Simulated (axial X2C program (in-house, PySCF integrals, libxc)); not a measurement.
# InC: bond curves with and without spin–orbit coupling, part 2 of 2

Computed with an in-house X2C program for linear molecules on PySCF integrals; all-electron X2C, In dyall-cv3z, C dyall-v3z.

### Step 9. PBE0, 2c

State followed: Ω = 3/2 (excess of +ω over −ω: ω = 3/2). The scan is laid around 2.209 Å, a first estimate of the minimum, and this SCF restarts from the orbitals of the search.

The SCF at the reference distance of 2.209 Å:

```text
two-component X2C + atomic mean field  PBE0
basis functions 171  fitting functions 906  grid points 5081
iter        total energy     max residual
   1      -5916.122554793     9.43e-05
   2      -5916.122554797     1.73e-05
converged
one-electron -8278.13323953  Coulomb 2461.02150751  exact exchange -40.90979608  xc functional -125.25267813  nuclear repulsion 70.42919874  atomic mean-field constant -3.27754730
```

Along the bond, energies from the lowest point:

```csv
R (Å),E (eV),μ (D),HOMO (eV),LUMO (eV),iterations
1.922,0.5286,-1.79,-6.06,-2.76,32
2.010,0.2142,-2.06,-6.11,-2.62,16
2.076,0.0818,-2.29,-6.13,-2.53,15
2.143,0.0157,-2.53,-6.14,-2.46,13
2.209,0.0000,-2.80,-6.14,-2.40,2
2.286,0.0295,-3.11,-6.12,-2.34,14
2.364,0.0964,-3.44,-6.09,-2.31,13
2.463,0.2196,-3.87,-5.97,-2.29,13
2.584,0.4046,-4.38,-5.76,-2.29,12
2.761,0.7029,-5.09,-5.49,-2.34,13
```

Dipoles are positive if C is the positive end.

Outer spinors at the reference distance:

```
   ω  occupied  ε (eV)             atomic character     λ mixture
-3/2       yes  -21.95                    100% In d  86% δ, 14% π
 3/2       yes  -21.94                    100% In d  82% δ, 18% π
 1/2       yes  -21.92                     98% In d  58% σ, 42% π
-1/2       yes  -21.87                     99% In d  60% π, 40% σ
 5/2       yes  -21.14                    100% In d        100% δ
-5/2       yes  -21.12                    100% In d        100% δ
 1/2       yes  -21.11                     98% In d  58% π, 42% σ
 3/2       yes  -21.06                    100% In d  82% π, 18% δ
-1/2       yes  -21.05                     99% In d  60% σ, 40% π
-3/2       yes  -20.98                    100% In d  86% π, 14% δ
 1/2       yes  -16.16   71% C s, 10% In s, 9% In p        100% σ
-1/2       yes  -12.67   59% C s, 23% In s, 8% In p        100% σ
 1/2       yes   -9.62    54% In s, 35% C p, 7% C s        100% σ
-1/2       yes   -8.01  56% In s, 15% C s, 12% In p        100% σ
-1/2       yes   -6.51   82% C p, 13% In p, 4% In d        100% π
 3/2       yes   -6.49   84% C p, 12% In p, 4% In d        100% π
 1/2       yes   -6.14  48% C p, 29% In p, 21% In s        100% σ
 1/2        no   -2.40            70% In p, 28% C p        100% π
-3/2        no   -2.26            68% In p, 31% C p        100% π
-1/2        no   -2.08   52% C p, 32% In p, 8% In s   96% σ, 4% π
-1/2        no   -1.62   80% In p, 13% C p, 4% In d   96% π, 4% σ
```

PBE0 fields in the half plane through the axis: z from -2.4 to 4.5 Å across, distance from the axis 0.15 to 2.25 Å upwards; In lies at z = 0 and C at z = 2.209 Å; the ELF is damped to zero where the density is low.

log10 density (e/bohr³). Ten even steps from ' ' (-4.78 ) to '@' (1.81 ):
```
......::::::::::::::::::::::::::::::......      
....::::::------------::::::::::::::::::....    
..::::--------------------------------::::....  
::::------==========================----::::....
::::----====++++++++==================----::::..
::----====++++******++++++++++++++++====----::..
::----====++**######**++++++******++++==----::..
::----==++++##%%@@%%##++++++**####**++====--::..
```

ELF. Ten even steps from '0' (0.00 ) to '9' (0.92 ):
```
000133332100001110000000
003566653211112332110000
037887654322234555421000
379986533222346777642100
599975322222368898864200
799863345422489999986310
899853488842488579997410
999843738372484828997520
```

Re = 2.200 Å, ωe = 475 cm⁻¹, ωexe = 2.75 cm⁻¹, Be = 0.3206 cm⁻¹, De = 2.88 eV, μ = -2.76 D.

### Step 10. HF, 2c

The SCF at the reference distance of 2.209 Å:

```text
two-component X2C + atomic mean field  HF
basis functions 171  fitting functions 906  grid points 5081
iter        total energy     max residual
   1      -5913.599264913     3.66e-01
   2      -5913.625985492     1.10e-02
   3      -5913.628529732     2.02e-02
   4      -5913.629263983     9.42e-03
   5      -5913.629573612     2.30e-03
   6      -5913.629696142     4.12e-03
   7      -5913.629723888     1.60e-03
   8      -5913.629728408     1.63e-04
   9      -5913.629729742     4.05e-04
  10      -5913.629730720     3.18e-04
  11      -5913.629731771     1.34e-04
  12      -5913.629732865     2.18e-04
  13      -5913.629733665     2.51e-04
  14      -5913.629734023     1.10e-04
  15      -5913.629734117     2.61e-05
  16      -5913.629734137     2.13e-05
  17      -5913.629734143     1.37e-05
  18      -5913.629734147     5.58e-06
  19      -5913.629734148     4.88e-06
  20      -5913.629734149     4.65e-06
  21      -5913.629734149     1.57e-06
converged
one-electron -8277.53569524  Coulomb 2460.52530044  exact exchange -163.77099079  xc functional 0.00000000  nuclear repulsion 70.42919874  atomic mean-field constant -3.27754730
```

Re = 2.231 Å, ωe = 481 cm⁻¹, ωexe = 2.76 cm⁻¹, Be = 0.3117 cm⁻¹, De = 1.81 eV, μ = -2.62 D.

### Step 11. M06, 2c

Output at 2.209 Å:

```text
two-component X2C + atomic mean field  M06
basis functions 171  fitting functions 906  grid points 5081
iter        total energy     max residual
   1      -5916.587345198     1.77e-01
   2      -5916.594479389     3.91e-03
   3      -5916.594604015     3.57e-03
   4      -5916.594659277     1.88e-03
   5      -5916.594665210     4.24e-04
   6      -5916.594667571     3.68e-04
   7      -5916.594667912     5.59e-05
   8      -5916.594667988     3.92e-05
   9      -5916.594668013     1.34e-05
  10      -5916.594668016     5.78e-06
converged
one-electron -8278.11711823  Coulomb 2461.02477544  exact exchange -44.18787478  xc functional -122.46610187  nuclear repulsion 70.42919874  atomic mean-field constant -3.27754730
```

Re = 2.217 Å, ωe = 473 cm⁻¹, ωexe = 2.76 cm⁻¹, Be = 0.3158 cm⁻¹, De = 2.64 eV, μ = -2.81 D.

### Step 12. MP2 and beyond, 2c

Correlated methods: 7 electrons correlated (frozen shells, counted by type: In 4 s, 3 p, 2 d; C 1 s), 234 virtual spinors in MP2, 90 natural virtuals in coupled cluster.

Output of the correlated part at 2.209 Å:

```text
correlated 7  virtual 234  natural virtual 90  E(MP2) -0.126747552  MP2 remainder -0.002332106
iter   CCSD correlation   residual
   1     -0.141204689   1.18e-01
   2     -0.148363544   5.38e-02
   3     -0.149370674   2.24e-02
   4     -0.149898154   1.38e-02
   5     -0.150235180   7.01e-03
   6     -0.150274826   1.94e-03
   7     -0.150288396   7.87e-04
   8     -0.150281886   3.78e-04
   9     -0.150278898   2.13e-04
  10     -0.150278820   1.38e-04
  11     -0.150279987   9.87e-05
  12     -0.150280299   4.86e-05
  13     -0.150280521   2.20e-05
  14     -0.150280665   1.26e-05
  15     -0.150280884   7.15e-06
  16     -0.150281000   3.63e-06
  17     -0.150281032   1.80e-06
  18     -0.150281035   1.06e-06
(T) -0.006190172  T1 0.0482  D1 0.0877  max T2 0.087
```

MP2: Re = 2.236 Å, ωe = 480 cm⁻¹, Be = 0.3102 cm⁻¹, De = 2.57 eV.

CCSD: Re = 2.232 Å, ωe = 478 cm⁻¹, Be = 0.3114 cm⁻¹, De = 2.43 eV. T1 at Re = 0.034 (Lee–Taylor, the printed value over √2).

CCSD(T): Re = 2.233 Å, ωe = 477 cm⁻¹, Be = 0.311 cm⁻¹, De = 2.53 eV. T1 at Re = 0.034 (Lee–Taylor, the printed value over √2).

### Step 13. A higher determinant, 2c

State: Ω = 1/2 (excess of +ω over −ω: 2 × ω = -1/2, ω = 3/2).

Output at the reference distance:

```text
two-component X2C + atomic mean field  PBE0
basis functions 171  fitting functions 906  grid points 5081
iter        total energy     max residual
   1      -5916.102170362     7.55e-05
   2      -5916.102170365     2.30e-05
   3      -5916.102170372     4.88e-06
converged
one-electron -8277.93068471  Coulomb 2460.80964216  exact exchange -40.89952040  xc functional -125.23325886  nuclear repulsion 70.42919874  atomic mean-field constant -3.27754730
```

```csv
R (Å),E above the lowest PBE0 point (eV)
1.922,1.044
2.010,0.743
2.076,0.621
2.143,0.563
2.209,0.555
2.286,0.591
2.364,0.662
2.463,0.787
2.584,0.969
```

Re = 2.189 Å, ωe = 478 cm⁻¹, ωexe = 3.1 cm⁻¹, Be = 0.3239 cm⁻¹, μ = -3.01 D. Te = 0.55 eV.

### Step 14. The 2c curves together

Energy (eV) of the followed determinant, 2c, from each level's lowest point:

```csv
R (Å),PBE0,HF,MP2,CCSD,CCSD(T),M06
1.922,0.529,0.695,0.717,n/a,n/a,0.597
2.010,0.214,0.308,0.322,0.309,0.310,0.256
2.076,0.082,0.135,0.144,0.136,0.137,0.107
2.143,0.016,0.038,0.042,0.039,0.040,0.027
2.209,0.000,0.000,0.000,0.000,0.000,0.000
2.286,0.029,0.011,0.007,0.010,0.009,0.019
2.364,0.096,0.065,0.059,0.064,0.062,0.079
2.463,0.220,0.180,0.173,0.177,0.174,0.196
2.584,0.405,0.361,0.357,n/a,n/a,0.377
2.761,0.703,0.662,0.671,n/a,n/a,0.674
```

The whole job took 1.8 min on 1 thread of AMD EPYC 9B14 (Zen 4), shared host; peak memory 0.49 GiB.

### Step 15. What came out

This closing draws on all 2 parts.

Lowest determinant that the search found at its distance, spin-free: M_S = 3/2, Λ = 0 (beyond closed shells: σα, π+α, π-α).

Lowest determinant that the search found at its distance, 2c: Ω = 3/2 (excess of +ω over −ω: ω = 3/2).

```json
{"Hamiltonian": "spin-free", "level": "PBE0", "Re (Å)": "2.200", "ωe (cm⁻¹)": "475", "De (eV)": "2.97", "μ (D)": "-2.77"}
{"Hamiltonian": "spin-free", "level": "HF", "Re (Å)": "2.231", "ωe (cm⁻¹)": "481", "De (eV)": "1.99", "μ (D)": "-2.62"}
{"Hamiltonian": "spin-free", "level": "MP2", "Re (Å)": "2.236", "ωe (cm⁻¹)": "480", "De (eV)": "2.73", "μ (D)": "n/a"}
{"Hamiltonian": "spin-free", "level": "CCSD", "Re (Å)": "2.233", "ωe (cm⁻¹)": "478", "De (eV)": "2.58", "μ (D)": "n/a"}
{"Hamiltonian": "spin-free", "level": "CCSD(T)", "Re (Å)": "2.234", "ωe (cm⁻¹)": "476", "De (eV)": "2.68", "μ (D)": "n/a"}
{"Hamiltonian": "spin-free", "level": "M06", "Re (Å)": "2.217", "ωe (cm⁻¹)": "474", "De (eV)": "2.92", "μ (D)": "-2.82"}
{"Hamiltonian": "2c", "level": "PBE0", "Re (Å)": "2.200", "ωe (cm⁻¹)": "475", "De (eV)": "2.88", "μ (D)": "-2.76"}
{"Hamiltonian": "2c", "level": "HF", "Re (Å)": "2.231", "ωe (cm⁻¹)": "481", "De (eV)": "1.81", "μ (D)": "-2.62"}
{"Hamiltonian": "2c", "level": "MP2", "Re (Å)": "2.236", "ωe (cm⁻¹)": "480", "De (eV)": "2.57", "μ (D)": "n/a"}
{"Hamiltonian": "2c", "level": "CCSD", "Re (Å)": "2.232", "ωe (cm⁻¹)": "478", "De (eV)": "2.43", "μ (D)": "n/a"}
{"Hamiltonian": "2c", "level": "CCSD(T)", "Re (Å)": "2.233", "ωe (cm⁻¹)": "477", "De (eV)": "2.53", "μ (D)": "n/a"}
{"Hamiltonian": "2c", "level": "M06", "Re (Å)": "2.217", "ωe (cm⁻¹)": "473", "De (eV)": "2.64", "μ (D)": "-2.81"}
```

Dipoles are positive if C is the positive end.

Time per point (s) on 1 thread of AMD EPYC 9B14 (Zen 4), shared host (2c runs; CCSD comes with the CCSD(T) run); the times are rough: PBE0 0.58, HF 0.55, MP2 0.61, CCSD(T) 2.9, M06 0.97.

In words: At CCSD(T), going from spin-free to two-component changes Re by 0 mÅ, ωe by 0.0 %; the spin-free picture holds up (part of it comes from the scalar share of the two-electron terms). De moves by -0.15 eV; both De rest on single-determinant atoms, which can miss part of an open shell's spin–orbit lowering.

De refers to In + C, each in the lowest determinant found, which need not be this curve's own limit. Each curve is one determinant whose occupation by symmetry is held fixed; it was picked as the lowest of a PBE0 search that is not exhaustive. Dissociation energies refer to the lowest single-determinant-based atoms at the same level and basis. Density functionals use the spin component along the axis (collinear). Coupled cluster ran in a truncated set of natural virtual spinors; the MP2 energy of the rest was added. The meta-GGAs lack a current-density term, which matters for open shells with orbital currents, atoms included. With several unpaired electrons one determinant need not be a pure state. With the outer-core shells frozen, correlated bond lengths of heavy atoms tend to come out a few hundredths of an ångström too long. T1 at Re is 0.034 (Lee–Taylor), above the customary mark of 0.02.
